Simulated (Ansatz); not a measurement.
Predict the output of the script below (Ansatz's Python interface).

`cas.py`
```python
import ansatz as az

BASIS = "def2-SVP"

system = (
    az.Crystal.molecule()
    .atom("N", [-0.8276, 0.0767, -0.8039])
    .atom("Al", [0.3215, -0.1511, 0.6445])
    .atom("Br", [1.4756, -2.1943, 0.8303])
    .atom("H", [-1.1636, 1.1086, -0.7369])
    .atom("H", [-0.3018, 0.0733, -1.7061])
    .atom("H", [0.538, 1.0228, 1.7259])
)

calculation = system.calculation().basis(gaussian=BASIS).correlation(active_electrons=4, active_orbitals=4)
for method in [None]:
    summary = (calculation if method is None else calculation.correlation(method)).run(threads=1).report
    space = summary["configurations"]
    state = space["states"][0]
    print(method or "casscf", f"total {summary['free_energy_ev'] / 27.211386246:.6f} Ha, active-space state {state['energy']['hartree']:.6f} Ha, mean field {summary['reference_energy_ev'] / 27.211386246:.6f} Ha")
    print("  determinants", state["n_determinants"], " natural occupations", [round(n, 3) for n in space["natural_occupations"]])
print("effectively unpaired electrons, sum of min(n, 2 - n):", round(sum(min(n, 2 - n) for n in space["natural_occupations"]), 3))
```

`python cas.py` gives:
```text
casscf total -2870.226501 Ha, active-space state -2870.226501 Ha, mean field -2870.181842 Ha
  determinants 36  natural occupations [1.977, 1.974, 0.026, 0.022]
effectively unpaired electrons, sum of min(n, 2 - n): 0.097
```

Caveats:
- Total energies depend on the basis set; only differences at equal settings carry meaning.
- The geometry is a force-field or estimated start, not a minimum of this method, and the basis set is short of its limit. The active space starts as a window about the frontier orbitals and is then optimised, not chosen by chemistry.
- It ran for 7.8 s on 1 thread of Arm Neoverse V1, on a shared host, peak memory 0.22 GiB.
